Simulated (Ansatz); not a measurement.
**C₃H₉BrGe: taking an electron away**

One table from this session's results is given with a row withheld; the runs are named, their logs left out.

Computed with Ansatz 0.2.0, Gaussian basis. Level: unrestricted cation, the program's frozen cores in correlated methods.

Plan: UKS PBE-D4/def2-TZVPP; UKS r2SCAN-D4/def2-TZVPP; UKS PBE0-D4/def2-TZVPP; UKS B3LYP-D4/def2-TZVPP; UKS wB97X-V/def2-TZVPP; UKS wB97M-V/def2-TZVPP; UKS B2PLYP/def2-TZVPP; UHF-CCSD(T)/def2-TZVPP; UHF-MP2/def2-QZVPP; extrapolation to the limit; then −ε(HOMO) from the neutral's earlier runs with LDA (SPW92), PBE-D4, revPBE-D4, BLYP-D4, r2SCAN-D4, B97M-V, PBE0-D4, B3LYP-D4, r2SCANh-D4, r2SCAN0-D4, HSE06-D4, BHLYP-D4, CAM-B3LYP-D4, LC-ωPBE, ωB97X-V, ωB97M-V.

**The relaxed structure**

An earlier PBE0-D4 in a triple-zeta def2 set relaxation fixed the geometry.

SMILES `[CH3][Ge]([CH3])([CH3])[Br]`, 14 atoms, charge 0, spin multiplicity 1.

Atoms are counted from 1 here; the program's logs count them from 0.

Bond lengths: C1–Ge2 1.946 Å, C1–H6 1.090 Å, C1–H7 1.093 Å, C1–H8 1.090 Å, Ge2–C3 1.946 Å, Ge2–C4 1.946 Å, Ge2–Br5 2.339 Å, C3–H9 1.090 Å, C3–H10 1.090 Å, C3–H11 1.093 Å, C4–H12 1.093 Å, C4–H13 1.090 Å, C4–H14 1.090 Å. Angles: Ge2–C1–H6 110.2°, Ge2–C1–H7 109.9°, Ge2–C1–H8 110.2°, H6–C1–H7 108.9°, H6–C1–H8 108.8°, H7–C1–H8 108.9°, C1–Ge2–C3 112.5°, C1–Ge2–C4 112.5°, C1–Ge2–Br5 106.2°, C3–Ge2–C4 112.5°, C3–Ge2–Br5 106.2°, C4–Ge2–Br5 106.2°, Ge2–C3–H9 110.2°, Ge2–C3–H10 110.2°, Ge2–C3–H11 109.9°, H9–C3–H10 108.8°, H9–C3–H11 108.9°, H10–C3–H11 108.9° and more.

The first run:

Input file in.yaml:

```yaml
crystal:
  periodic: [false, false, false]
  atoms:
    - {symbol: C, position_ang: [-1.762756, 0.645234, -0.007202]}
    - {symbol: Ge, position_ang: [0.137205, 0.270975, -0.199142]}
    - {symbol: C, position_ang: [1.082166, 0.318062, 1.501322]}
    - {symbol: C, position_ang: [0.478006, -1.364646, -1.196813]}
    - {symbol: Br, position_ang: [1.019282, 2.015199, -1.484467]}
    - {symbol: H, position_ang: [-1.908536, 1.603844, 0.491315]}
    - {symbol: H, position_ang: [-2.238151, -0.138532, 0.587242]}
    - {symbol: H, position_ang: [-2.239167, 0.683028, -0.987157]}
    - {symbol: H, position_ang: [0.924856, 1.278803, 1.992173]}
    - {symbol: H, position_ang: [2.151283, 0.176402, 1.341253]}
    - {symbol: H, position_ang: [0.713747, -0.477046, 2.153798]}
    - {symbol: H, position_ang: [0.089737, -2.224349, -0.645623]}
    - {symbol: H, position_ang: [1.549737, -1.496609, -1.347414]}
    - {symbol: H, position_ang: [-0.010508, -1.319665, -2.170486]}
basis:
  gaussian: {orbitals: def2-TZVPP}
total_charge: 1
magnetization: {spin_polarized: true, initial_magnetization: 1}
hamiltonian: {xc: pbe, dispersion: d4}
```

Run with:

```console
$ ansatz run in.yaml --threads 2 --pin off --events-out ev --progress --plain --max-ram 32768MiB --backend cuda --devices 0, --max-vram 18GiB
```

Steps of the session up to this table: Cation, UKS PBE-D4/def2-TZVPP; Cation, UKS r2SCAN-D4/def2-TZVPP; Cation, UKS PBE0-D4/def2-TZVPP; Cation, UKS B3LYP-D4/def2-TZVPP; Cation, UKS wB97X-V/def2-TZVPP; Cation, UKS wB97M-V/def2-TZVPP; Cation, UKS B2PLYP (frozen core)/def2-TZVPP; Cation, UHF-CCSD(T)/def2-TZVPP; Cation, UHF-MP2/def2-QZVPP.

One table of the session follows, with a row left open; its other results are not shown here.

For comparison, −ε(HOMO) of the neutral from earlier runs:

```
  functional  −ε(HOMO) (eV)
 LDA (SPW92)           6.62
      PBE-D4           6.48
   revPBE-D4           6.42
     BLYP-D4           6.31
   r2SCAN-D4           6.79
      B97M-V           6.88
     PBE0-D4           7.73
    B3LYP-D4           7.48
  r2SCANh-D4           7.25
  r2SCAN0-D4              ?
    HSE06-D4           7.34
    BHLYP-D4           8.85
CAM-B3LYP-D4           9.05
     LC-ωPBE          10.44
     ωB97X-V          10.09
     ωB97M-V           9.95
```

Estimate the missing values for r2SCAN0-D4.

Worked estimate for «−ε(HOMO) (eV)». Against the share of exact exchange, r2SCAN-D4 (0, 6.79), r2SCANh-D4 (0.1, 7.25) give a slope of 4.60 per unit share; at 0.25 the line stands at 7.94.

The run gave: −ε(HOMO) (eV): 7.94. In «−ε(HOMO) (eV)» the line misses by 0.00.
